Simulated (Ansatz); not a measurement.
C2H7Ge2N, SMILES C#[C][GeH2][NH][GeH3], a geometry optimisation

Run with the Ansatz DFT code, driven from Python.

The script reads `c2h7ge2n.xyz`:
```text
12

C     2.48160    1.21740   -0.52750
C     1.76760    0.42240    0.02940
Ge    0.64150   -0.82640    0.90300
N    -0.80050   -1.26210   -0.19830
Ge   -1.86720    0.26180   -0.34000
H     3.10850    1.91570   -1.01680
H     0.12300   -0.22060    2.23250
H     1.45350   -2.10980    1.21140
H    -0.41080   -1.44920   -1.14900
H    -2.37930    0.67000    1.06510
H    -3.07700   -0.04220   -1.25990
H    -1.04090    1.42320   -0.94980
```

`opt.py`:
```python
# -*- coding: utf-8 -*-
"""Minimum-energy structure of C2H7Ge2N."""

import logging
import sys

import ansatz
import numpy as np

logging.basicConfig(stream=sys.stdout, format="%(levelname)s:%(name)s:%(message)s")
logger = logging.getLogger("run")
logger.setLevel(logging.INFO)

BASIS = "def2-SVP"
XC = "PBE0"

c2h7ge2n = ansatz.Crystal.molecule_from_extxyz("c2h7ge2n.xyz")

model = c2h7ge2n.calculation().basis(gaussian=BASIS).functional(XC)
symbols = [site.symbol for site in c2h7ge2n.cartesian_sites]
start = np.array([site.position_ang for site in c2h7ge2n.cartesian_sites], dtype=float)
def progress(event):
    if event["event"] == "relax_step":
        row = event["data"]
        logger.info(f"step {row['step']:3d}  E = {row['lagrangian_ev']:.6f} eV  largest force component {row['allowed_force_max_ev_ang']:.4f} eV/A")


r = model.relax(force_tolerance=0.02).session().plan().execute(on_event=progress).report
end = np.array(r["positions_ang"])

logger.info(f"E = {r['free_energy_ev']:.6f} eV = {r['free_energy_ev'] / 27.211386246:.7f} Ha")
print("converged:", r["converged"], " doubts:", r["published_state_doubts"] or "none")

logger.info("final positions (A) and the move of each atom")
for symbol, xyz, old in zip(symbols, end, start):
    logger.info(f"{symbol:2s} {xyz[0]:10.5f} {xyz[1]:10.5f} {xyz[2]:10.5f}   {np.linalg.norm(xyz - old):7.4f}")

charges = r["charge_distribution"]
dipole = np.array(charges["dipole_moment_e_ang"]) * 4.803205
logger.info("dipole (D): {:.3f} {:.3f} {:.3f}, length {:.3f}".format(*dipole, np.linalg.norm(dipole)))
logger.info("atom  Mulliken   Lowdin")
for symbol, m, l in zip(symbols, charges["mulliken_charges_e"], charges["lowdin_charges_e"]):
    logger.info(f"{symbol:4s} {m:9.3f} {l:8.3f}")
with open("c2h7ge2n_opt.xyz", "w") as handle:
    handle.write(f"{len(symbols)}\nrelaxed C2H7Ge2N\n")
    handle.writelines(f"{s:2s} {x:11.6f} {y:11.6f} {z:11.6f}\n" for s, (x, y, z) in zip(symbols, end))
```

```console
$ python opt.py
INFO:run:step   1  E = -116676.890118 eV  largest force component 0.8349 eV/A
INFO:run:step   2  E = -116677.004830 eV  largest force component 0.9691 eV/A
INFO:run:step   3  E = -116677.059695 eV  largest force component 0.5768 eV/A
INFO:run:step   4  E = -116677.089817 eV  largest force component 0.4179 eV/A
INFO:run:step   5  E = -116677.109578 eV  largest force component 0.0566 eV/A
INFO:run:step   6  E = -116677.115304 eV  largest force component 0.0494 eV/A
INFO:run:step   7  E = -116677.117575 eV  largest force component 0.1160 eV/A
INFO:run:step   8  E = -116677.118996 eV  largest force component 0.0349 eV/A
INFO:run:step   9  E = -116677.120623 eV  largest force component 0.0230 eV/A
INFO:run:step  10  E = -116677.121267 eV  largest force component 0.0980 eV/A
INFO:run:step  11  E = -116677.122116 eV  largest force component 0.0346 eV/A
INFO:run:step  12  E = -116677.122559 eV  largest force component 0.0084 eV/A
INFO:run:step  13  E = -116677.122692 eV  largest force component 0.0079 eV/A
INFO:run:step  14  E = -116677.122756 eV  largest force component 0.0092 eV/A
INFO:run:E = -116677.122790 eV = -4287.8051759 Ha
converged: True  doubts: none
INFO:run:final positions (A) and the move of each atom
INFO:run:C     2.87831    1.19917   -0.31512    0.4504
INFO:run:C     2.05142    0.42981    0.13865    0.3042
INFO:run:Ge    0.73222   -0.77699    0.82580    0.1290
INFO:run:N    -0.71832   -0.92100   -0.27700    0.3596
INFO:run:Ge   -2.11176    0.27301   -0.40454    0.2532
INFO:run:H     3.60958    1.88000   -0.71415    0.5865
INFO:run:H     0.23806   -0.22914    2.17149    0.1305
INFO:run:H     1.38939   -2.15974    0.95806    0.2661
INFO:run:H    -0.55328   -1.47088   -1.11595    0.1479
INFO:run:H    -2.34278    0.82318    1.01353    0.1657
INFO:run:H    -3.35220   -0.49048   -0.90855    0.6326
INFO:run:H    -1.82063    1.44327   -1.37212    0.8870
INFO:run:dipole (D): 0.079 -0.107 -0.703, length 0.715
INFO:run:atom  Mulliken   Lowdin
INFO:run:C       -0.225   -0.047
INFO:run:C       -0.029   -0.117
INFO:run:Ge       0.525    0.167
INFO:run:N       -0.578    0.020
INFO:run:Ge       0.440    0.168
INFO:run:H        0.048    0.029
INFO:run:H       -0.063   -0.039
INFO:run:H       -0.061   -0.044
INFO:run:H        0.163    0.027
INFO:run:H       -0.070   -0.047
INFO:run:H       -0.070   -0.056
INFO:run:H       -0.079   -0.062
```

It writes `c2h7ge2n_opt.xyz`:
```text
12
relaxed C2H7Ge2N
C     2.878312    1.199165   -0.315121
C     2.051416    0.429806    0.138652
Ge    0.732221   -0.776990    0.825798
N    -0.718324   -0.921000   -0.277001
Ge   -2.111764    0.273015   -0.404535
H     3.609579    1.879996   -0.714150
H     0.238059   -0.229144    2.171486
H     1.389388   -2.159736    0.958056
H    -0.553284   -1.470882   -1.115948
H    -2.342776    0.823181    1.013532
H    -3.352199   -0.490483   -0.908548
H    -1.820628    1.443272   -1.372121
```

Notes:
- Total energies depend on the basis set; only differences at equal settings carry meaning.
- The end point is the stationary point reached from this start; no frequency run checks that it is a minimum, and the basis set is modest.
- The Löwdin charges here are taken after orthogonalising the functions within each atom; they differ from plain Löwdin charges, and their signs can be unphysical.
- The whole script took 3.3 min on 1 thread of Intel(R) Xeon(R) Platinum 8375C CPU @ 2.90GHz (Ice Lake), with other jobs on the host, peak memory 0.51 GiB.

(A comment or docstring line of the script was reworded after the run, the code is as it ran; lines on the test bed's own set-up are left out of the output.)
